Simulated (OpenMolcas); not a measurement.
**Zr³⁺ among point charges: CASSCF and CASPT2 levels and susceptibility**

How does a field of 6 point charges split the states of Zr³⁺, and what χT follows?

Program: OpenMolcas 26.06. Level of theory: state-averaged CASSCF and CASPT2, spin-orbit coupling by RASSI with atomic mean-field integrals. These are calculated values, not measurements, unless marked.

## (1) The atom as given

```
Species                           : Zr³⁺ (zirconium, Z = 40, 37 electrons)
Basis                             : ANO-RCC-VDZP [6s5p3d1f], 43 functions
Scalar Hamiltonian                : DKH2, point nucleus
Inactive shells                   : 1s 2s 2p 3s 3p 3d 4s 4p
Active space                      : 1 electron in 5 orbitals (4d)
Some configurations of this space : 4d
Orbitals                          : optimised for each spin and parity, averaged over all roots
```

Outer shells as boxes (Hund's rule):

4d
```
4d [↑ ][  ][  ][  ][  ]
```

The ion sits among 6 point charges of -0.85 e arranged as a trigonal antiprism (D3d), 1.83 Å from the ion, with a polar angle of 49.3° against the regular 54.74°.

The work runs as a chain of OpenMolcas steps in one folder; each step below is one input file. Labels, J, g values, rates, χT and fits are worked out afterwards by a script from the matrices that RASSI stores. The input lists half of the charges; inversion (Group=XYZ) makes the rest.

## (2) One- and two-electron integrals

Contents of a.inp:

```
&GATEWAY
Coord
1

Zr 0.0 0.0 0.0
Basis=ANO-RCC-VDZP
Group=XYZ
NoMove
AngMom=0.0 0.0 0.0
AMFI
XField
3 Angstrom 0
0.000000 1.386595 1.194259 -0.850000
1.200827 -0.693298 1.194259 -0.850000
1.200827 0.693298 -1.194259 -0.850000
&SEWARD
```

## (3) CASSCF: doublets of even parity, 5 roots

Contents of a.inp:

```
&RASSCF
FileOrb=start.orb
Symmetry=1
Spin=2
nActEl=1 0 0
Inactive=9 9
Ras2=5 0
CIRoot=5 5 1
SDav=5
CIMx=300
Iter=120 100
PrWF=0.3
OrbListing=Nothing
MaxOrb=0
>>> COPY $Project.JobIph JOB001
```

start.orb holds the contracted functions of the basis, ordered by shell, or the orbitals of the step before.

## (4) State interaction with spin-orbit coupling

Contents of a.inp:

```
&RASSI
NrOfJobIphs=1 5
1 2 3 4 5
IphNames
JOB001
EJob
SpinOrbit
DIPRint=1.0
SOCoupling=1000.0
Subsets=2
Property=9
'ANGMOM' 1 'ANGMOM' 2 'ANGMOM' 3 'MLTPL  1' 1 'MLTPL  1' 2 'MLTPL  1' 3
'AMFI' 1 'AMFI' 2 'AMFI' 3
SOProperty=3
'ANGMOM' 1 'ANGMOM' 2 'ANGMOM' 3
```

## (5) CASPT2: IPEA 0.25, imaginary shift 0.1 (closed shells correlated: 4s 4p)

Contents of a.inp:

```
>>> COPY JOB001 $Project.JobIph
&CASPT2
Multistate=5 1 2 3 4 5
NoMult
Frozen=8 6
IPEA=0.25
Imaginary=0.1
MaxIter=60
WThr=0.0 0.3 0.05
PrWF=0.5
NoMix
```

(Steps that only read results are left out.)

**Question.** What will these runs give? Wanted: spin-free ground state; first state of the same spin within the active space; lowest level; next level.

As calculated:

| quantity | value |
| --- | --- |
| method | SS-CASPT2, IPEA 0.25, imaginary shift 0.1 (closed shells correlated: 4s 4p) |
| spin-free ground state | 2E, 2-fold in its orbital part |
| first state of the same spin within the active space | 2A1 at 3090 cm⁻¹ |
| lowest level | 2-fold E3/2, g = 0.00, 0.00, 1.06 |
| next level | 624.7 cm⁻¹ |
| χT at 300 K | 0.22 cm³ K/mol |
| effective moment at 300 K | 1.33 μB |

Cost by method:

```tsv
method	time of its own steps	time with the reference
A. CASSCF	1.9 s	1.9 s
B. SS-CASPT2, IPEA 0.25, imaginary shift 0.1, +4s 4p	0.52 s	2.4 s
```

Times are of one thread on a shared host.

The spin-free ground state (2E) comes to 100 % from free-ion D terms and keeps the highest spin of the shell. χT at 300 K is 0.22, against 0.38 cm³ K/mol for the spin alone, so orbital moment lowers it. CASPT2 does not keep the components of a term degenerate, and the means are used. The field of point charges can differ much from that of real complexes. This is an electrostatic model: the charges have no orbitals.
